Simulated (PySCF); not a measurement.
# H10Si4: the cost of one run

Computed with PySCF 2.14.0, with density-fitted response routines of our own, on a single molecule, in the gas phase or a continuum. Atoms are numbered from 0 throughout.

## Step 1: The starting structure

14 atoms, charge 0, multiplicity 1; geometry from: GFN2-xTB. The atoms were then displaced at random by about 0.01 Å, so the start is not that level's minimum.

Bonds of the start (Å): Si0–Si1 2.31, Si1–Si2 2.32, Si1–Si3 2.29, Si0–H4 1.46, Si0–H5 1.47, Si0–H6 1.49, Si1–H7 1.49, Si2–H8 1.49, Si2–H9 1.45, Si2–H10 1.48, Si3–H11 1.47, Si3–H12 1.52, Si3–H13 1.46.

## Step 2: Optimising the geometry at PBE0-D3(BJ)/def2-TZVP

Job settings and geometry (Å):

```
{"job": {"xc": "PBE0", "basis": "def2-TZVP", "d3": "d3bj", "grid": 2, "shake": 0.01, "kind": "geom"}, "charge": 0, "multiplicity": 1}
Si     0.013880     2.086940    -0.887210
Si     0.044560     0.157200     0.374830
Si     1.900950    -1.152050    -0.076700
Si    -1.906490    -1.039020     0.269760
H      1.200550     2.921250    -0.772820
H     -0.144440     1.805680    -2.319470
H     -1.119100     2.989800    -0.554750
H      0.203040     0.603980     1.783770
H      3.184820    -0.423220     0.106710
H      1.892070    -1.645180    -1.438020
H      2.009920    -2.335500     0.799300
H     -1.942490    -2.220890     1.147240
H     -3.143740    -0.240600     0.635600
H     -2.200700    -1.523460    -1.080960
```

Launch:

```sh
$ OMP_NUM_THREADS=1 python probes_run.py task.json out
```

One launch serves the whole session: the jobs run in the order shown.

Q: Estimate the wall time and peak memory of this first job on 1 thread of AMD EPYC 9R45, shared host.

About 75 s, with a peak of 1 GiB.
